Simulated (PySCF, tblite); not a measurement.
# C4H7BF2O: geometry, infrared bands and NMR shifts

Aim: predict the infrared bands and NMR shifts of C4H7BF2O (`C/C(=C\B(F)F)CO`).

Computed with tblite 0.8.0 and PySCF 2.14.0, with density-fitted response routines of our own, on a single molecule in the gas phase. Atoms count from 0, in the outputs and in this text.

### Step 1. The starting structure

15 atoms, charge 0, multiplicity 1; geometry from: force field or distance geometry start.

Bonds of the start (Å): C0–C1 1.50, C1–C2 1.35, C2–B3 1.54, B3–F4 1.44, B3–F5 1.45, C1–C6 1.49, C6–O7 1.40, C0–H8 1.13, C0–H9 1.11, C0–H10 1.11, C2–H11 1.10, C6–H12 1.10, C6–H13 1.10, O7–H14 0.99.

### Step 2. Optimising the geometry with GFN2-xTB

The job: settings as JSON, then the geometry in Å.

```
{"job": {"kind": "relax", "xc": "GFN2-xTB", "basis": "xTB"}, "charge": 0, "multiplicity": 1}
C      0.122500    -1.333200     0.146900
C     -0.342000     0.069800    -0.113000
C      0.625500     0.907500    -0.545200
B      2.033000     0.301700    -0.737300
F      2.711100     0.651500    -1.960100
F      2.755200    -0.058900     0.471200
C     -1.740300     0.520600     0.112300
O     -1.994400     0.298500     1.476100
H      0.932300    -1.385500     0.928600
H     -0.713300    -2.009600     0.438200
H      0.549000    -1.720600    -0.797000
H      0.385100     1.954000    -0.761400
H     -1.759000     1.598500    -0.120300
H     -2.455000    -0.072300    -0.485400
H     -1.114200     0.285900     1.924600
```

Run with:

```bash
OMP_NUM_THREADS=1 python probes_run.py task.json out
```

The driver reads the jobs from task.json and runs them one after another.

**Question.** This job is followed by: GFN2-xTB harmonic vibrations, gas phase; GIAO PBE0/pcSseg-1 NMR shielding, non-relativistic, gas phase. What will the session give for the following? strongest single infrared mode (GFN2-xTB); zero-point energy (GFN2-xTB); 13C shifts against TMS (PBE0/pcSseg-1); 1H shifts against TMS (PBE0/pcSseg-1, means over atoms taken as alike); 11B shifts against BF3·OEt2 (PBE0/pcSseg-1); 19F shifts against CFCl3 (PBE0/pcSseg-1, means over atoms taken as alike); 17O shifts against H2O (PBE0/pcSseg-1).

**Answer**, as computed:

```
                                                                 quantity                         value
                                strongest single infrared mode (GFN2-xTB)         1245 cm⁻¹, 377 km/mol
                                             zero-point energy (GFN2-xTB)                 68.9 kcal/mol
                                   13C shifts against TMS (PBE0/pcSseg-1)  186.1, 117.4, 75.9, 19.5 ppm
   1H shifts against TMS (PBE0/pcSseg-1, means over atoms taken as alike)    5.54, 4.31, 2.43, 0.36 ppm
                              11B shifts against BF3·OEt2 (PBE0/pcSseg-1)                      23.3 ppm
19F shifts against CFCl3 (PBE0/pcSseg-1, means over atoms taken as alike)                     -80.8 ppm
                                   17O shifts against H2O (PBE0/pcSseg-1)                      46.6 ppm
```

**Reading.** The optimisation took 153 steps and gained 1.297 eV; among the close pairs (by a distance rule), B3–F5 changed most, from 1.453 to 1.324 Å. All 39 modes are real, so the xTB geometry is a minimum. The strongest single mode, at 1245 cm⁻¹, moves mainly B3. Unscaled tight-binding wavenumbers are off by several per cent, some by more. Its intensities can rank the bands wrongly. H11 (hydrogen on an alkene CH) lies farthest downfield among hydrogen, at 5.54 ppm; a vinylic proton, deshielded by the sp2 carbon and the C=C anisotropy. At PBE0/pcSseg-1: The widest tensor belongs to C1: span 281 ppm, with a paramagnetic part of -262 ppm.
